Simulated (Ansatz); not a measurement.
What does this script print? It uses Ansatz's Python interface.

The script, `formation.py`:
```python
"""Formation energy of ZrPt3 from the elements, after relaxing cells and atoms."""

from collections import Counter
import warnings

import ansatz as az
import numpy as np

params = {
    "kspacing": 0.15,
    "smearing": "fermi_dirac",
    "width_ev": 0.05,
}

PHASES = {
    "ZrPt3": (
        [[3.99, 0.0, 0.0], [0.0, 3.99, 0.0], [0.0, 0.0, 3.99]],
        [
            ("Zr", [0.0, 0.0, 0.0]),
            ("Pt", [0.0, 0.5, 0.5]),
            ("Pt", [0.5, 0.0, 0.5]),
            ("Pt", [0.5, 0.5, 0.0]),
        ],
    ),
    "Zr": (
        [[3.232, 0.0, 0.0], [-1.616, 2.798994, 0.0], [0.0, 0.0, 5.147]],
        [
            ("Zr", [1 / 3, 2 / 3, 0.25]),
            ("Zr", [2 / 3, 1 / 3, 0.75]),
        ],
    ),
    "Pt": (
        [[0.0, 1.9609, 1.9609], [1.9609, 0.0, 1.9609], [1.9609, 1.9609, 0.0]],
        [
            ("Pt", [0.0, 0.0, 0.0]),
        ],
    ),
}


def build(vectors, sites):
    crystal = az.Crystal(lattice=az.Lattice.of(vectors))
    for symbol, position in sites:
        crystal = crystal.atom(symbol, position)
    return crystal


def solve(name, crystal):
    calc = crystal.calculation()
    calc = calc.functional(az.Functional.LDA)
    calc = calc.basis(17 * az.Ha).kpoints(spacing=params["kspacing"])
    calc = calc.occupations(params["smearing"], width=params["width_ev"])
    calc = calc.stress()
    calc = calc.relax(force_tolerance=0.01, cell=True)
    return calc.run(threads=1, pin="off")


def counts(outcome):
    return Counter(site.symbol for site in outcome.lattice.sites)

def formation_energy(outcome, mu):
    n = counts(outcome)
    return (outcome.report["energy_sigma0_ev"] - sum(k * mu[element] for element, k in n.items())) / sum(n.values())


def volume_per_atom(outcome):
    return abs(np.linalg.det(outcome.lattice.cell_ang)) / len(outcome.lattice.sites)


def main() -> None:
    warnings.simplefilter("ignore", az.DeckWarning)

    phases = {name: build(*cell) for name, cell in PHASES.items()}

    done = {}
    for name, crystal in phases.items():
        done[name] = solve(name, crystal)
        print(f"{name}: {done[name].report['energy_sigma0_ev']:.4f} eV, {len(done[name].lattice.sites)} atoms")

    # energy of one atom in its reference phase
    references = {"Zr": "Zr", "Pt": "Pt"}
    mu = {element: done[name].report["energy_sigma0_ev"] / len(done[name].lattice.sites) for element, name in references.items()}

    target = done["ZrPt3"]
    heat = formation_energy(target, mu)
    rows = [(name, len(o.lattice.sites), volume_per_atom(o), formation_energy(o, mu)) for name, o in done.items()]
    print("     phase       atoms  V (A^3/atom)  E_form (eV/atom)")
    for row in rows:
        print(f"{str(row[0]):>10}  {row[1]:10d}  {row[2]:12.3f}  {row[3]:16.4f}")


if __name__ == "__main__":
    main()
```

```console
$ python formation.py
ZrPt3: -40816.7438 eV, 4 atoms
Zr: -8154.9270 eV, 2 atoms
Pt: -12244.9894 eV, 1 atoms
     phase       atoms  V (A^3/atom)  E_form (eV/atom)
     ZrPt3           4        15.658           -1.0780
        Zr           2        21.797            0.0000
        Pt           1        14.759            0.0000
```

Reading the output:
- Total energies depend on the potentials; only differences at equal settings carry meaning.
- Spin-orbit coupling, which matters for elements this heavy, is left out.
- The cells come from databases of deposited and of computed structures, and not all need be stable phases.
- The compound is the structure given, not necessarily its lowest; energies are at zero temperature, with no correction for gases. A semilocal functional's error on such energies is often 0.05 to 0.1 eV an atom, and 0.1 to 0.3 eV against gases such as O2 or F2.
- It ran for 77 s on 1 thread of Arm Neoverse V2 (shared host), peak memory 0.49 GiB.
